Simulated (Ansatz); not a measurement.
# singlet CH4ClGe+: levels of theory compared

We compute a comparison of 6 runs (HF/STO-3G, HF/def2-SVP, BHLYP/def2-SVP, PBE0/def2-SVP, wB97X/def2-SVP, BCCD(T)/def2-SVP) of singlet CH4ClGe+. 

The results are computed with Ansatz 0.2.0.

68 further runs of the same task are left out: 68 set aside as unsound or not needed.

## Step 1: The system as given

CH4ClGe+ has 7 atoms, charge +1, and is taken as a singlet. As SMILES of the parent species, `[CH3][GeH][Cl]`. Geometry: relaxed at PBE0-D4/def2-TZVP. That shape belongs to the parent species and isn't relaxed for this state.

Bond lengths: C1–Ge2 1.957 Å, Ge2–Cl3 2.169 Å, C1–H4 1.092 Å, C1–H5 1.089 Å, C1–H6 1.091 Å, Ge2–H7 1.553 Å. Angles: C1–Ge2–Cl3 107.0°, C1–Ge2–H7 112.6°, Cl3–Ge2–H7 105.6°, Ge2–C1–H4 108.6°, Ge2–C1–H5 110.0°, Ge2–C1–H6 109.8°, H4–C1–H5 109.4°, H4–C1–H6 109.5°, H5–C1–H6 109.6°.

## Step 2: The energy at HF/STO-3G (run 1)

job.yaml

```yaml
basis:
  gaussian:
    orbitals: STO-3G
crystal:
  periodic: [false, false, false]
  atoms:
    - {symbol: C, position_ang: [-0.733100, 0.438400, -0.261900]}
    - {symbol: Ge, position_ang: [0.705400, -0.885500, -0.183100]}
    - {symbol: Cl, position_ang: [1.017000, -1.361700, 1.909500]}
    - {symbol: H, position_ang: [-0.433400, 1.314500, 0.317300]}
    - {symbol: H, position_ang: [-1.646200, 0.021400, 0.160800]}
    - {symbol: H, position_ang: [-0.909900, 0.729400, -1.298200]}
    - {symbol: H, position_ang: [2.061400, -0.324500, -0.690100]}
total_charge: 1
hamiltonian:
  xc: hf
accuracy: high
output: {orbitals: {seedname: orbitals}}
```

The run is started by

```bash
$ ansatz run job.yaml --threads 1 --pin off --max-ram 3480MiB --events-out events.jsonl --progress --plain --runs-dir runs
```

The log of the run:

```text
Warning: RAYON_NUM_THREADS=1 ignored (pool sized by the plan → 1); use --threads N
Functional definition: HF
  name "HF"
  exchange = exact_x
  correlation = 0
595 factors; integrals over basis functions are off by at most 6.3e-9 eV
mean field evaluation 1: about -69273.9232 eV, gradient 1.9e1 eV
mean field evaluation 2: about -69273.9820 eV, gradient 1.9e1 eV
mean field evaluation 4: about -69276.3273 eV, gradient 1.3e0 eV
mean field evaluation 8: about -69276.3414 eV, gradient 2.3e-2 eV
mean field -69276.34141275 eV, -2545.8585897279 hartree, gradient 5.7e-8 eV, S^2 0.000000; 0 other end points of the search recorded, 0 dependent functions left out
reference -69276.34141275 eV, -2545.8585897279 hartree; 29, 29 occupied and 7, 7 virtual orbitals, 595 factors
Total energy: -69276.34141275 eV, -2545.8585897279 hartree
```

Wall time 0.38 s (1 thread of Arm Neoverse V1, shared host).

## Step 3: A single-point energy at HF/def2-SVP (run 2)

in.yaml

```yaml
crystal:
  periodic: [false, false, false]
  atoms:
    - symbol: C
      position_ang: [-0.733100, 0.438400, -0.261900]
    - symbol: Ge
      position_ang: [0.705400, -0.885500, -0.183100]
    - symbol: Cl
      position_ang: [1.017000, -1.361700, 1.909500]
    - symbol: H
      position_ang: [-0.433400, 1.314500, 0.317300]
    - symbol: H
      position_ang: [-1.646200, 0.021400, 0.160800]
    - symbol: H
      position_ang: [-0.909900, 0.729400, -1.298200]
    - symbol: H
      position_ang: [2.061400, -0.324500, -0.690100]
basis:
  gaussian: {orbitals: def2-SVP}
total_charge: 1
hamiltonian: {xc: hf}
accuracy: high
output: {orbitals: {seedname: orbitals}}
```

The run is started by

```bash
$ ansatz run in.yaml --threads 1 --pin off --max-ram 3480MiB --events-out events.jsonl --progress --plain --runs-dir runs
```

The log of the run:

```text
Warning: RAYON_NUM_THREADS=1 ignored (pool sized by the plan → 1); use --threads N
Functional definition: HF
  name "HF"
  exchange = exact_x
  correlation = 0
1778 factors; integrals over basis functions are off by at most 4.7e-9 eV
mean field evaluation 1: about -70047.5680 eV, gradient 3.5e1 eV
mean field evaluation 2: about -70047.6056 eV, gradient 3.5e1 eV
mean field evaluation 4: about -70051.3819 eV, gradient 3.0e0 eV
mean field evaluation 8: about -70051.4266 eV, gradient 1.1e-1 eV
mean field -70051.42674770 eV, -2574.3424504155 hartree, gradient 5.6e-8 eV, S^2 0.000000; 0 other end points of the search recorded, 0 dependent functions left out
reference -70051.42674770 eV, -2574.3424504155 hartree; 29, 29 occupied and 55, 55 virtual orbitals, 1778 factors
Total energy: -70051.42674770 eV, -2574.3424504155 hartree
```

Wall time 2.3 s (1 thread of Arm Neoverse V1, shared host); peak memory 0.23 GiB.

Runs 3 to 5 aren't shown in full; the table further down has their settings and results.

## Step 4: A single-point energy at BCCD(T)/def2-SVP (run 6)

job.yaml: that of step 2 with these lines changed.

```diff
@@ -1,4 +1 @@
-basis:
-  gaussian:
-    orbitals: STO-3G
 crystal:
@@ -13,6 +10,11 @@
     - {symbol: H, position_ang: [2.061400, -0.324500, -0.690100]}
+basis:
+  gaussian:
+    orbitals: def2-SVP
 total_charge: 1
-hamiltonian:
-  xc: hf
+correlation:
+  method: bccd_t
+  frozen_orbitals: {C: 1, Cl: 5, Ge: 9, H: 0}
 accuracy: high
-output: {orbitals: {seedname: orbitals}}
+scf:
+  omitted_lower_state_checks: [cluster_reference, increment]
```

The run is started by

```bash
$ ansatz run job.yaml --threads 1 --pin off --max-ram 3480MiB --events-out events.jsonl --progress --plain --runs-dir runs
```

The log of the run, cut to the lines that bear on the results:

```text
Warning: RAYON_NUM_THREADS=1 ignored (pool sized by the plan → 1); use --threads N
Functional definition: HF
  name "HF"
[...]
1778 factors; integrals over basis functions are off by at most 4.7e-9 eV
[...]
mean field -70051.42674770 eV, -2574.3424504155 hartree, gradient 5.6e-8 eV, S^2 0.000000; 0 other end points of the search recorded, 0 dependent functions left out
15 core orbitals not correlated: weight in the atoms' cores, before any rotation towards them, 1.000 or more for the frozen orbitals, at most 0.000 for the correlated occupied ones
reference -70051.42674770 eV, -2574.3424504155 hartree; 14, 14 occupied and 55, 55 virtual orbitals, 1778 factors
second order -13.35443671 eV of doubles, -0.00000000 eV of singles
cycle   1  -13.66962312 eV  change   -3.2e-1 eV  update   9.7e-2
[...]
cycle  27  -14.13426481 eV  change  -5.5e-10 eV  update  9.2e-10
perturbative correction -0.48966768 eV, -0.0179949554 hartree
Total energy: -70066.05068019 eV, -2574.8798700222 hartree
Checks for a lower state left out: cluster_reference, increment
```

Run time: 24 s. Hardware: 1 thread of Arm Neoverse V1, shared host; peak memory 0.53 GiB.

## Step 5: All runs side by side

```csv
run,level,frozen core orbitals,energy (Eh),HOMO energy (eV),LUMO energy (eV),HOMO–LUMO gap (eV),wall time
1,HF/STO-3G,–,-2545.858590,-16.45,-5.88,10.57,0.38 s
2,HF/def2-SVP,–,-2574.342450,-17.54,-7.33,10.20,2.3 s
3,BHLYP/def2-SVP,–,-2576.927678,-15.66,-9.70,5.97,9 s
4,PBE0/def2-SVP,–,-2576.514857,-14.52,-10.53,3.99,7.8 s
5,wB97X/def2-SVP,–,-2577.005832,-16.86,-8.53,8.34,29 s
6,BCCD(T)/def2-SVP,15,-2574.879870,–,–,–,24 s
```

## Step 6: What came out

| quantity | value |
| --- | --- |
| run 6: total energy | -2574.87987 Eh |
| run 6: correlation energy (15 core orbitals frozen) | -537.4 mEh |
| run 6: (T) correction | -17.99 mEh |

Over runs 1, 2, 3, 4, 5 the HOMO–LUMO gap runs from 3.99 eV (PBE0/def2-SVP) to 10.57 eV (HF/STO-3G). The two ends differ in method and basis. Totals of different functionals can't be ranked against each other. In run 1 the basis is minimal, so the values are rough. All runs together took 73 s, the longest 29 s.
